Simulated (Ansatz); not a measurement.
## BCl3FHSi, SMILES FB[Si](Cl)(Cl)Cl: a single point in a Gaussian basis, step by step

Program: the Python package of Ansatz (0.2.0).

Contents of `bcl3fhsi.xyz`:
```text
7

F     0.17310   -1.84880    1.42320
B     0.71370   -0.84190    0.51440
Si   -0.42640    0.50640   -0.34770
Cl   -1.78380   -0.42560   -1.50090
Cl    0.79550    1.71530   -1.57290
Cl   -1.31570    1.69220    1.13480
H     1.90490   -0.86570    0.30340
```

The cells in order, each with its output:

In [1]:
```python
from pathlib import Path
import json

import ansatz as az
import numpy as np
```

In [2]:
```python
system = az.Crystal.molecule_from_extxyz('bcl3fhsi.xyz')
```

In [3]:
```python
model = (
    system.calculation()
    .basis(gaussian='6-31G*')
    .functional('r2scan')
    .forces()
    .orbitals()
)
res = model.run(threads=1, pin='off', runs_dir='bcl3fhsi_runs')
data = res.report
```

In [4]:
```python
data['published_state_doubts']
```
Out [4]:
```text
[]
```

In [5]:
```python
data['free_energy_ev']
```
Out [5]:
```text
-48853.02408791978
```

In [6]:
```python
data['mean_field']['state']['spin_squared']
```
Out [6]:
```text
2.913225216616411e-13
```

In [7]:
```python
print('reference energy %16.6f eV' % data['reference_energy_ev'])
print('total energy     %16.6f eV' % data['free_energy_ev'])
print('occupied orbitals outside the frozen core (up, down):', data['n_occupied'], ' frozen:', data['n_frozen'], ' virtual:', data['n_virtual'])

symbols = [site.symbol for site in system.cartesian_sites]
print('forces (eV/A)')
for symbol, f in zip(symbols, data['forces_ev_ang']):
    print(f'  {symbol:2s} {f[0]:9.4f} {f[1]:9.4f} {f[2]:9.4f}')

charges = data['charge_distribution']
print('dipole moment', round(4.803205 * float(np.linalg.norm(charges['dipole_moment_e_ang'])), 3), 'D')
print('Mulliken:', [(s, round(q, 3)) for s, q in zip(symbols, charges['mulliken_charges_e'])])
```
```text
reference energy    -48853.024088 eV
total energy        -48853.024088 eV
occupied orbitals outside the frozen core (up, down): [40, 40]  frozen: 0  virtual: [68, 68]
forces (eV/A)
  F     1.3807    2.9480   -2.6361
  B    -0.2986   -3.2135    2.7274
  Si    0.2230    1.4681    0.2217
  Cl   -0.6561   -0.2282   -0.4504
  Cl   -0.5760   -0.4497    0.5478
  Cl    0.2216   -0.3392   -0.6004
  H    -0.2947   -0.1855    0.1899
dipole moment 0.947 D
Mulliken: [('F', -0.278), ('B', 0.287), ('Si', 0.525), ('Cl', -0.141), ('Cl', -0.215), ('Cl', -0.197), ('H', 0.018)]
```

In [8]:
```python
lines = Path(data['orbitals_path']).read_text().splitlines()
field_of = lambda key: [line.split('=')[1].strip() for line in lines if line.startswith(key)]
orbitals = [(27.211386 * float(e), s, float(n)) for e, s, n in zip(field_of('Ene='), field_of('Spin='), field_of('Occup='))]
homo = max(e for e, _, n in orbitals if n > 0.5)
lumo = min(e for e, _, n in orbitals if n < 0.5)
print(f'HOMO {homo:.3f} eV, LUMO {lumo:.3f} eV, gap {lumo - homo:.3f} eV')
with open('bcl3fhsi.json', 'w') as handle:
    json.dump({k: data[k] for k in ('free_energy_ev', 'reference_energy_ev', 'n_occupied', 'n_virtual')}, handle, indent=1)
```
```text
HOMO -7.919 eV, LUMO -3.570 eV, gap 4.349 eV
```

It writes `bcl3fhsi.json`:
```json
{
 "free_energy_ev": -48853.02408791978,
 "reference_energy_ev": -48853.02408791978,
 "n_occupied": [
  40,
  40
 ],
 "n_virtual": [
  68,
  68
 ]
}
```

Reading the output:
- Total energies depend on the basis set; only differences at equal settings carry meaning.
- The geometry is a force-field or estimated start, not a minimum of this method, and the basis set is short of its limit.
- Levels such as HOMO and LUMO are orbital energies: with these approximate functionals they aren't the ionisation energy and electron affinity, and their gap isn't the fundamental gap.
- The whole script took 9.9 s on 1 thread of Arm Neoverse V1, on a shared host, peak memory 0.24 GiB.
